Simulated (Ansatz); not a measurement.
# InBS2: the cost of one run

Program: Ansatz 0.2.0. Level of theory: DFT PBE, scalar-relativistic, plane waves, PAW. These are calculated values, not measurements.

## Step 1: Starting point

Symmetry: P-3m1, No. 164, trigonal system. The conventional cell has a = 3.100 Å, b = 3.100 Å, c = 8.153 Å, α = 90.00°, β = 90.00°, γ = 120.00°. Around In (site symmetry -3m) lie 6 In at 3.10 Å and 6 S at 3.38 Å. B (site symmetry -3m) is surrounded by 6 S at 2.16 Å. S (site symmetry 3m) is surrounded by 3 B at 2.16 Å.

Structure file:

```xyz
4
Lattice="3.0995 0.0000 0.0000 -1.5498 2.6843 0.0000 0.0000 0.0000 8.1526" Properties=species:S:1:pos:R:3 pbc="T T T"
In    0.0000    0.0000    4.0763
B     0.0000    0.0000    0.0000
S     0.0000    1.7895    1.2037
S     1.5498    0.8948    6.9489
```

It is the end of an earlier relaxation with the same method, from a generated guess; it is a trial structure. At a tolerance of 0.05 Å it has space group P-3m1 (No. 164); it has 16.96 Å³/atom, an uncorrected energy of +0.25 eV/atom over the elements.

## Step 2: Bands, states and charges

Contents of input.yaml:

```yaml
crystal:
  lattice:
    - [3.0995119128, 0.0, 0.0]
    - [-1.5497559564, 2.6842560558, 0.0]
    - [0.0, 0.0, 8.1525861826]
  atoms:
    - { symbol: In, position: [0.0, 0.0, 0.5] }
    - { symbol: B, position: [0.0, 0.0, 0.0] }
    - { symbol: S, position: [0.3333333333, 0.6666666667, 0.1476420635] }
    - { symbol: S, position: [0.6666666667, 0.3333333333, 0.8523579365] }
basis:
  ecutwfc: 420
kpoints:
  mp_grid: { grid: [18, 18, 6] }
  band_path:
    path:
      - [[0.0, 0.0, 0.0], [0.5, 0.0, 0.0], [0.33333333, 0.33333333, 0.0], [0.0, 0.0, 0.0], [0.0, 0.0, 0.5], [0.5, 0.0, 0.5], [0.33333333, 0.33333333, 0.5], [0.0, 0.0, 0.5]]
      - [[0.5, 0.0, 0.5], [0.5, 0.0, 0.0]]
      - [[0.33333333, 0.33333333, 0.5], [0.33333333, 0.33333333, 0.0]]
    npoints: 14
hamiltonian:
  xc: pbe
scf:
  occupations: { method: gaussian, width: 0.1 }
  n_extra_bands: 10
output:
  forces: true
  stress: true
  eigenvalues: true
  populations: true
  dos: { projected: true, de: 0.02, nscf_kmesh: { grid: [22, 22, 8] } }
  bader: true
  write_density: true
  write_potential: true
  elf: true
  volumetric_format: npy
```

Started as:

```console
> ansatz run input.yaml --threads 1 --pin off --max-ram 2048MiB --backend cpu --events-out ev --progress --plain --runs-dir out
```

**Question.** How long does this run take on 1 thread of Arm Neoverse V1, shared host, and how much memory does it need?

About 68 s, with a peak of 0.63 GiB.
